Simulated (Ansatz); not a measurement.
# Na-Sc mixtures: scan of ordered alloys across composition in Python

Wanted for Na-Sc mixtures: a scan of ordered alloys across composition.

All numbers are computed with Ansatz 0.2.0 through its Python package. Level of theory: DFT PBEsol, plane waves, PAW.

## (1) The system

Na Fm-3m: The structure is cubic, space group Fm-3m (No. 225). Conventional cell: a = 5.390 Å, b = 5.390 Å, c = 5.390 Å, α = 90.00°, β = 90.00°, γ = 90.00°. Na (site symmetry m-3m) is surrounded by 12 Na at 3.81 Å.

Na3Sc Pm-3m: The structure is cubic, space group Pm-3m (No. 221). The conventional cell has a = 5.202 Å, b = 5.202 Å, c = 5.202 Å, α = 90.00°, β = 90.00°, γ = 90.00°. Sc (site symmetry m-3m) has 12 Na at 3.68 Å as nearest neighbours. Around Na (site symmetry 4/mmm) lie 4 Sc at 3.68 Å and 8 Na at 3.68 Å.

NaSc P4/mmm: It takes space group P4/mmm (No. 123, tetragonal). Conventional cell: a = 3.546 Å, b = 3.546 Å, c = 5.015 Å, α = 90.00°, β = 90.00°, γ = 90.00°. Around Sc (site symmetry 4/mmm) lie 4 Sc at 3.55 Å and 8 Na at 3.55 Å. Na (site symmetry 4/mmm) is surrounded by 8 Sc at 3.55 Å and 4 Na at 3.55 Å.

NaSc3 Pm-3m: It takes space group Pm-3m (No. 221, cubic). The conventional cell has a = 4.827 Å, b = 4.827 Å, c = 4.827 Å, α = 90.00°, β = 90.00°, γ = 90.00°. Sc (site symmetry 4/mmm) is surrounded by 8 Sc at 3.41 Å and 4 Na at 3.41 Å. Na (site symmetry m-3m) is surrounded by 12 Sc at 3.41 Å.

Sc Fm-3m: It takes space group Fm-3m (No. 225, cubic). Conventional cell: a = 4.640 Å, b = 4.640 Å, c = 4.640 Å, α = 90.00°, β = 90.00°, γ = 90.00°. Around Sc (site symmetry m-3m) lie 12 Sc at 3.28 Å.

No structure file is read: the coordinates are typed or built in the script.

## (2) The script

Contents of run_alloy.py:

```python
"""Mixing of Na and Sc on the fcc lattice, after relaxing cells and atoms."""

from collections import Counter
import logging
import sys

import ansatz as az
import numpy as np

logging.basicConfig(stream=sys.stdout, format="%(name)s: %(message)s")
logger = logging.getLogger("ansatz_job")
logger.setLevel(logging.INFO)

XC = "pbesol"
CUTOFF = 500
KSPACING = 0.27
SMEARING = "cold"
WIDTH_EV = 0.05


def fcc(first, a):
    return (
        az.Lattice.fcc(a)
        .space_group(225)
        .atom(first, (0, 0, 0))
        .primitive()
    )

A_FIRST, A_LAST = 5.39, 4.64


def run_phase(name, crystal):
    calc = (
        crystal.calculation()
        .functional(XC)
        .basis(CUTOFF)
        .kpoints(spacing=KSPACING)
        .occupations(SMEARING, width=WIDTH_EV)
        .band_table()
    )
    calc = calc.relax(force_tolerance=0.01, cell=True)
    return calc.run()

def relaxed_twice(name, crystal):
    # the second pass draws mesh and plane waves anew for the relaxed cell
    first = run_phase(name, crystal)
    again = az.Crystal(lattice=az.Lattice.of(first.lattice.cell_ang))
    for site in first.report["lattice"]["sites"]:
        again = again.atom(site["symbol"], site["position_frac"])
    return run_phase(name, again)


def volume_per_atom(outcome):
    return abs(np.linalg.det(outcome.lattice.cell_ang)) / len(outcome.lattice.sites)


def counts(outcome):
    return Counter(site.symbol for site in outcome.lattice.sites)


def main() -> None:
    # ordered cells: the first k mixed sites take the second element
    phases = {}
    for k in range(4 + 1):
        a = A_FIRST + (A_LAST - A_FIRST) * k / 4
        cell = fcc("Na", a).conventional().resolved()
        sites = [site.position for site in cell.sites if site.symbol == "Na"]
        for position in sites[:k]:
            cell = cell.substitution("Sc", at=position, replaces="Na")
        phases[f"Na{4 - k}Sc{k}"] = cell.resolved()

    done = {name: relaxed_twice(name, crystal) for name, crystal in phases.items()}

    # x is the share of the second element on the mixed sites; both end members stand on this same lattice
    x = {name: counts(o)["Sc"] / (counts(o)["Na"] + counts(o)["Sc"]) for name, o in done.items()}
    first, last = min(x, key=x.get), max(x, key=x.get)
    energy = {name: o.report["energy_sigma0_ev"] / len(o.lattice.sites) for name, o in done.items()}
    volume = {name: volume_per_atom(o) for name, o in done.items()}
    rows = []
    for name in sorted(done, key=x.get):
        line = lambda table: (1 - x[name]) * table[first] + x[name] * table[last]
        rows.append((name, x[name], 1000 * (energy[name] - line(energy)), volume[name], 100 * (volume[name] / line(volume) - 1)))
    logger.info("| cell | x(Sc) | E_mix (meV/atom) | V (A^3/atom) | excess V (%) |")
    logger.info("| --- | --- | --- | --- | --- |")
    for row in rows:
        logger.info(f"| {row[0]} | {row[1]:.3f} | {row[2]:+.1f} | {row[3]:.3f} | {row[4]:+.2f} |")
    # a fit of these few cells to Omega x(1 - x); small periodic cells, not a random solution
    shape = np.array([row[1] * (1 - row[1]) for row in rows])
    print("Omega =", round(float(shape @ [row[2] for row in rows] / (shape @ shape)), 1), "meV/atom")


if __name__ == "__main__":
    main()
```

## (3) The calls as engine input

The package turns the script's settings into the engine's input (first run):

```yaml
crystal:
  lattice:
    - [5.39, 0.0, 0.0]
    - [3.300423123702117e-16, 5.39, 0.0]
    - [3.300423123702117e-16, 3.300423123702117e-16, 5.390000000000001]
  atoms:
    - { symbol: Na, position: [0.0, 0.0, 0.0] }
    - { symbol: Na, position: [0.0, 0.5, 0.5] }
    - { symbol: Na, position: [0.5, 0.0, 0.5] }
    - { symbol: Na, position: [0.5, 0.5, 0.0] }
basis:
  ecutwfc: 500.0
kpoints:
  mp_grid:
    kspacing: 0.27
hamiltonian:
  xc: pbesol
scf:
  occupations:
    method: cold
    width: 0.05
relax:
  f_tol: 0.01
  cell: {}
output:
  eigenvalues: true
```

## (4) Launch

On the command line:

```console
> python run_alloy.py
```

**Question.** Do these ordered cells favour mixing or separation, and does the volume follow a straight line between the end members?

**Answer**, as computed:

| quantity | value |
| --- | --- |
| runs compared | 10 |
| energy of Na3Sc (run 3) from the elements | 454 meV/atom |
| energy of Na3Sc (run 4) from the elements | 454 meV/atom |
| energy of NaSc (run 5) from the elements | 433 meV/atom |
| energy of NaSc (run 6) from the elements | 432 meV/atom |
| energy of NaSc3 (run 7) from the elements | 404 meV/atom |

In words: Mixing energies: +454 meV an atom at x(Sc) = 0.25 (volume -6.3 % off the straight line), +432 meV an atom at x(Sc) = 0.50 (volume -9.5 % off the straight line) and +404 meV an atom at x(Sc) = 0.75 (volume -6.3 % off the straight line). All are positive, so the end members on this lattice are favoured over these cells. In run 6, the volume shrank by 0.1 % over 2 moves, and the space group stayed P4/mmm. In run 7, the volume shrank by 10.6 % over 3 moves, and the space group stayed Pm-3m. Reading the output:
- The run is spin-unpolarised.
- For the metals among these cells the mesh is coarse, so their volumes and pressures are rough.
- These are small ordered cells, with both end members on the same lattice, which need not be their own; they aren't random solutions. Differences under about 40 meV an atom lie within the error of mesh and functional.
- The cells are prototypes set up for this calculation and needn't exist.
